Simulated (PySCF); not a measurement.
# C3ClN3O3Sn (SnCl(NCO)3): the cost of one run

Computed with PySCF 2.14.0 and routines of our own; the level stands in each step. Atoms count from 0.

### Step 1. The starting structure

11 atoms, charge 0, multiplicity 1; geometry from: GFN2-xTB.

### Step 2. Relaxing the molecule at PBE0-D3(BJ)/def2-SVP

Job settings and geometry (Å):

```
{"job": {"xc": "PBE0", "basis": "def2-SVP", "d3": "d3bj", "grid": 1, "maxiter": 30, "shake": 0.03, "kind": "geom"}, "charge": 0, "multiplicity": 1}
Sn     0.040780    -0.087180     0.599420
Cl    -0.083890     0.014490     2.824750
N      1.718270    -0.364320    -0.145470
C      3.004990    -0.047080    -0.389040
O      3.994760     0.123510    -0.686470
N     -0.627430     1.689420    -0.234580
C     -1.337010     2.587810    -0.370550
O     -1.977110     3.531310    -0.585770
N     -1.183250    -1.387860    -0.111010
C     -1.517320    -2.544830    -0.321890
O     -1.934730    -3.600790    -0.548510
```

Command:

```console
$ OMP_NUM_THREADS=1 python heavy_run.py task.json out
```

This one command runs all jobs of the session in turn.

**Question.** How long does this first job take on 1 thread of AMD EPYC 9R14, shared host, and how much memory does it need?

About 4.5 min, with a peak of 0.85 GiB.
